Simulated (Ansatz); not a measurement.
# AlGaHO: the cost of one run

Computed with Ansatz 0.2.0, Gaussian basis. Level: cc-pVDZ, all electrons in the functionals, frozen cores in the correlation of double hybrids and RPA.

To be run: wB97M-V, B2PLYP, RPA-PBE, at charge 0, quartet; charge 0, doublet; charge 0, sextet; charge 1, triplet; charge 1, quintet; displaced geometry v1; displaced geometry v2.

29 further runs of the same task are left out: 15 that didn't finish, 14 set aside as unsound or not needed.

## 1. What is computed

The geometry is a PBE0/def2-TZVP stationary point (not a proven minimum). No spin-orbit coupling is included. The filled d shell of Ga may be among the frozen orbitals whatever the setting's name suggests; the logs give the count.

4 atoms, charge 0, spin multiplicity 4.

Atoms are counted from 1 here; the program's logs count them from 0.

Bond lengths: Al1–Ga2 2.296 Å, Ga2–O3 1.723 Å, O3–H4 0.948 Å. Angles: Al1–Ga2–O3 180.0°, Ga2–O3–H4 180.0°.

No dispersion term is added; wB97M-V holds VV10 nonlocal correlation.

The geometry shown and the zero of energy belong to the point charge 0, quartet. The yardstick, UCCSDT(Q), and other wave-function levels (R restricted, U unrestricted, valence and pair active spaces) come from earlier runs.

## 2. wB97M-V, charge 0, quartet

Input file in.yaml:

```yaml
crystal:
  periodic: [false, false, false]
  atoms:
    - {symbol: Al, position_ang: [0.000000, 0.000000, -2.820900]}
    - {symbol: Ga, position_ang: [0.000000, 0.000000, -0.524600]}
    - {symbol: O, position_ang: [0.000000, 0.000000, 1.198800]}
    - {symbol: H, position_ang: [0.000000, 0.000000, 2.146700]}
basis:
  gaussian: {orbitals: cc-pVDZ}
magnetization: {spin_polarized: true, initial_magnetization: 3}
hamiltonian: {xc: {name: wB97M-V}}
output: {forces: true, orbitals: {seedname: orbitals}}
```

Run with:

```bash
$ ansatz run in.yaml --threads 1 --pin off --events-out ev --progress --plain --max-ram 2393MiB
```

**Question.** How long does this run take on 1 thread of Intel Xeon at 2.50GHz, shared host, and how much memory does it need?

About 29 s, with a peak of 0.3 GiB.
